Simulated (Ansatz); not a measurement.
# Ca3SbP: the cost of one run

Method: DFT LDA, scalar-relativistic, plane waves, PAW, in Ansatz 0.2.0.

1 further run of the same task is left out (set aside as unsound or not needed).

## 1. The structure to begin with

The structure is cubic, space group Pm-3m (No. 221). Conventional cell: a = 5.252 Å, b = 5.252 Å, c = 5.252 Å, α = 90.00°, β = 90.00°, γ = 90.00°. Around Ca (site symmetry 4/mmm) lie 2 P at 2.63 Å. Sb (site symmetry m-3m) has 12 Ca at 3.71 Å as nearest neighbours. Around P (site symmetry m-3m) lie 6 Ca at 2.63 Å.

As a file:

```
Ca Sb P
1.0
     5.25162    0.00000    0.00000
     0.00000    5.25162    0.00000
     0.00000    0.00000    5.25162
Ca Sb P
3 1 1
Cartesian
  0.0000 2.6258 2.6258
  2.6258 0.0000 2.6258
  2.6258 2.6258 0.0000
  0.0000 0.0000 0.0000
  2.6258 2.6258 2.6258
```

It goes back to an entry of the Materials Project, which need not be the stable form.

It is the result of an earlier relaxation at this level (volume 28.97 Å³/atom; gap on the mesh: 0.50 eV).

## 2. Plan of the line

The energy is mapped over two normal modes frozen in (zone-centre modes of the cell shown).

- amplitude of mode 1 (34i cm⁻¹), largest displacement: 9 values from −0.24 to 0.24 Å
- amplitude of mode 7 (50 cm⁻¹), largest displacement: 9 values from −0.450 to 0.450 Å

Nothing else is relaxed (the cell and all other modes fixed). Energies count from the relaxed high-symmetry cell. Points are written as (first, second).

The modes come from a phonon run on the reference cell, made beforehand.

Displacement patterns for an amplitude of 1 (Å):

```tsv
atom	x1	y1	z1	x2	y2	z2
Ca1	0.251	0.000	0.000	0.000	0.000	0.000
Ca2	1.000	0.000	0.000	1.000	0.000	0.000
Ca3	1.000	0.000	0.000	-1.000	0.000	0.000
Sb4	-0.768	0.000	0.000	0.000	0.000	0.000
P5	0.107	0.000	0.000	0.000	0.000	0.000
```

## 3. The run at (−0.24 Å, −0.225 Å)

input.yaml reads:

```yaml
crystal:
  lattice:
    - [5.2516179336, 0.0, 0.0]
    - [0.0, 5.2516179336, 0.0]
    - [0.0, 0.0, 5.2516179336]
  atoms:
    - { symbol: Ca, position: [-0.0114827719, 0.5, 0.5] }
    - { symbol: Ca, position: [0.4114558588, 0.0, 0.5] }
    - { symbol: Ca, position: [0.4971437374, 0.5, 0.0] }
    - { symbol: Sb, position: [0.0351054686, 0.0, 0.0] }
    - { symbol: P, position: [0.4951220023, 0.5, 0.5] }
basis:
  ecutwfc: 420
kpoints:
  mp_grid: { grid: [6, 6, 6] }
hamiltonian:
  xc: lda
scf:
  occupations: { method: gaussian, width: 0.05 }
output:
  forces: true
  stress: true
  eigenvalues: true
```

Run with:

```bash
$ ansatz run input.yaml --threads 1 --pin off --max-ram 2048MiB --backend cpu --events-out ev --progress --plain --runs-dir out
```

What time and memory should one allow on 1 thread of Arm Neoverse V1, shared host?

About 29 s, with a peak of 0.46 GiB.
